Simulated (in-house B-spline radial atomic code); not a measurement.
**Tb³⁺: a fraction of an electron removed from 4d**

How does the RPBE energy of Tb³⁺ change when part of an electron is removed from 4d?

The numbers are computed with in-house B-spline radial atomic code version 1 (scalar-relativistic (spin-free one-electron X2C) RPBE, spin-polarised, spherical fractional occupations, Fermi nucleus, basis-set limit), except any that are marked as measured or tabulated.

## Step 1: Starting point

| Item | Value |
| --- | --- |
| element | terbium (Z = 65) |
| charge | +3 |
| electrons | 62 |
| configuration | [Xe] 4f8 |
| Hamiltonian | scalar-relativistic (X2C) |
| nucleus | Fermi, rms radius 5.060 fm |

Outer shells as boxes (Hund's rule):

[Xe] 4f8
```
[Xe] core
4f [↑↓][↑ ][↑ ][↑ ][↑ ][↑ ][↑ ]
```

Where spins are not typed, each open shell is filled with up spins first.

## Step 2: The start, at fraction 0

The run's settings:

```ini
Z = 65
electrons = 62.0
configuration = [Xe] 4f8
hamiltonian = x2c
method = rpbe,pbe
spin_polarised = True
nucleus = fermi
rms_radius = 5.06
mass_number = 159
atomic_mass = 158.925353707
speed_of_light = 137.035999084
```

## Step 3: 0.01 electron removed from 4d

Changes to the settings of step 2:

```diff
@@ -1,4 +1,4 @@
 Z = 65
-electrons = 62.0
-configuration = [Xe] 4f8
+electrons = 61.99
+configuration = [Kr] 4d9.99 4f8 5s2 5p6
 hamiltonian = x2c
```

## Step 4: 0.2 electron removed from 4d

Changes to the settings of step 3:

```diff
@@ -1,4 +1,4 @@
 Z = 65
-electrons = 61.99
-configuration = [Kr] 4d9.99 4f8 5s2 5p6
+electrons = 61.8
+configuration = [Kr] 4d9.8 4f8 5s2 5p6
 hamiltonian = x2c
```

## Step 5: 0.34 electron removed from 4d

Changes to the settings of step 4:

```diff
@@ -1,4 +1,4 @@
 Z = 65
-electrons = 61.8
-configuration = [Kr] 4d9.8 4f8 5s2 5p6
+electrons = 61.66
+configuration = [Kr] 4d9.66 4f8 5s2 5p6
 hamiltonian = x2c
```

## Step 6: 0.43 electron removed from 4d

Changes to the settings of step 5:

```diff
@@ -1,4 +1,4 @@
 Z = 65
-electrons = 61.66
-configuration = [Kr] 4d9.66 4f8 5s2 5p6
+electrons = 61.57
+configuration = [Kr] 4d9.57 4f8 5s2 5p6
 hamiltonian = x2c
```

## Step 7: 0.5 electron removed from 4d

Changes to the settings of step 6:

```diff
@@ -1,4 +1,4 @@
 Z = 65
-electrons = 61.57
-configuration = [Kr] 4d9.57 4f8 5s2 5p6
+electrons = 61.5
+configuration = [Kr] 4d9.5 4f8 5s2 5p6
 hamiltonian = x2c
```

## Step 8: 0.53 electron removed from 4d

Changes to the settings of step 7:

```diff
@@ -1,4 +1,4 @@
 Z = 65
-electrons = 61.5
-configuration = [Kr] 4d9.5 4f8 5s2 5p6
+electrons = 61.47
+configuration = [Kr] 4d9.47 4f8 5s2 5p6
 hamiltonian = x2c
```

## Step 9: 0.73 electron removed from 4d

Changes to the settings of step 8:

```diff
@@ -1,4 +1,4 @@
 Z = 65
-electrons = 61.47
-configuration = [Kr] 4d9.47 4f8 5s2 5p6
+electrons = 61.269999999999996
+configuration = [Kr] 4d9.27 4f8 5s2 5p6
 hamiltonian = x2c
```

## Step 10: 0.82 electron removed from 4d

Changes to the settings of step 9:

```diff
@@ -1,4 +1,4 @@
 Z = 65
-electrons = 61.269999999999996
-configuration = [Kr] 4d9.27 4f8 5s2 5p6
+electrons = 61.18
+configuration = [Kr] 4d9.18 4f8 5s2 5p6
 hamiltonian = x2c
```

## Step 11: 0.98 electron removed from 4d

Changes to the settings of step 10:

```diff
@@ -1,4 +1,4 @@
 Z = 65
-electrons = 61.18
-configuration = [Kr] 4d9.18 4f8 5s2 5p6
+electrons = 61.019999999999996
+configuration = [Kr] 4d9.02 4f8 5s2 5p6
 hamiltonian = x2c
```

## Step 12: 1 electron removed from 4d

Changes to the settings of step 11:

```diff
@@ -1,4 +1,4 @@
 Z = 65
-electrons = 61.019999999999996
-configuration = [Kr] 4d9.02 4f8 5s2 5p6
+electrons = 61.0
+configuration = [Kr] 4d9 4f8 5s2 5p6
 hamiltonian = x2c
```

How does the energy change with the fraction, and which way and how far does it bend from the straight line between the ends?

The runs gave:

| fraction | energy change (eV) | less the straight line (eV) | level 4d down (eV) | sum of <r²> (bohr²) |
| --- | --- | --- | --- | --- |
| 0 | 0.0000 | 0.0000 | -175.50 | 34.656 |
| 0.01 | 1.7560 | -0.1071 | -175.71 | 34.621 |
| 0.2 | 35.5194 | -1.7432 | -179.71 | 33.983 |
| 0.34 | 60.8894 | -2.4571 | -182.72 | 33.533 |
| 0.43 | 77.4225 | -2.6921 | -184.68 | 33.252 |
| 0.5 | 90.4041 | -2.7525 | -186.22 | 33.038 |
| 0.53 | 96.0006 | -2.7453 | -186.88 | 32.948 |
| 0.73 | 133.8220 | -2.1866 | -191.35 | 32.359 |
| 0.82 | 151.1346 | -1.6422 | -193.38 | 32.103 |
| 0.98 | 182.3677 | -0.2192 | -197.04 | 31.660 |
| 1 | 186.3131 | 0.0000 | -197.50 | 31.605 |

**Reading.** From fraction 0 to 1 the energy changes by 186.313 eV. It sags under the straight line by up to 2.75 eV (at 0.5). Slater's transition state, the slope from the orbital energy at fraction 0.5 (Janak's theorem), gives 186.220 eV for the whole step.
